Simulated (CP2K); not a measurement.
Runs of CP2K 2026.2 on MnS. It takes space group Fm-3m (No. 225, cubic). The conventional cell has a = 5.209 Å, b = 5.209 Å, c = 5.209 Å, α = 90.00°, β = 90.00°, γ = 90.00°. Mn (site symmetry m-3m) has 6 S at 2.60 Å as nearest neighbours. S (site symmetry m-3m) has 6 Mn at 2.60 Å as nearest neighbours. 

```csv
task,level,potentials or basis,smearing,EPS_DEFAULT,MIXING METHOD,MIXING ALPHA,NBUFFER,NGRIDS,gap on the mesh (eV),pressure (GPa),moment (μB)
band structure,LDA,"GTH_POTENTIALS Mn GTH-PADE-q15, S GTH-PADE-q6; TZVP-MOLOPT-PBE-GTH basis",fermi-dirac 0.05 eV,1.0E-10,BROYDEN_MIXING,0.2,10,4,none,-9.7,4.73
band structure,PBEsol,"POTENTIAL_UZH Mn GTH-PBE-q15, S GTH-PBE-q6; TZVP-MOLOPT-PBE-GTH basis",fermi-dirac 0.05 eV,1.0E-9,BROYDEN_MIXING,0.2,10,4,none,-5.2,4.76
single point,PBE,"POTENTIAL_UZH Mn GTH-PBE-q15, S GTH-PBE-q6; TZVP-MOLOPT-PBE-GTH basis",fermi-dirac 0.05 eV,1.0E-10,BROYDEN_MIXING,0.2,10,5,none,-0.8,4.80
band structure,r2SCAN,"POTENTIAL_UZH Mn GTH-SCAN-q15, S GTH-SCAN-q6; TZVP-MOLOPT-SCAN-GTH basis",fermi-dirac 0.1 eV,1.0E-9,BROYDEN_MIXING,0.2,10,4,0.31,(c),(b)
band structure,PBEsol,"GTH_POTENTIALS Mn GTH-PBE-q15; POTENTIAL_UZH S GTH-PBE-q6; TZVP-MOLOPT-SR-GTH, TZVP-MOLOPT-PBE-GTH basis",fermi-dirac 0.05 eV,1.0E-10,PULAY_MIXING,0.4,6,5,none,(a),(d)
```

Alike in all rows: spin collinear, ferromagnetic start; cell as given; k mesh 9 × 9 × 9.

Q: Estimate the missing entries.

A: (a) -5.8; (b) 4.99; (c) 1.9; (d) 4.77.

Caveats: the basis of atomic orbitals isn't converged, which shifts pressures, moduli and gaps; a cell with one magnetic atom can't hold antiferromagnetic order, which such compounds often take; semilocal functionals often make such compounds metallic where correlation or magnetic order opens a gap, which also shifts bond lengths (some runs); the potentials were made for another functional, which shifts forces and pressure (some runs); the mesh misses the band edges, which the band path finds closer together (some runs).

A gap of «none» marks a metal or a gap under the smearing width.

Not every run made on this cell is shown here.
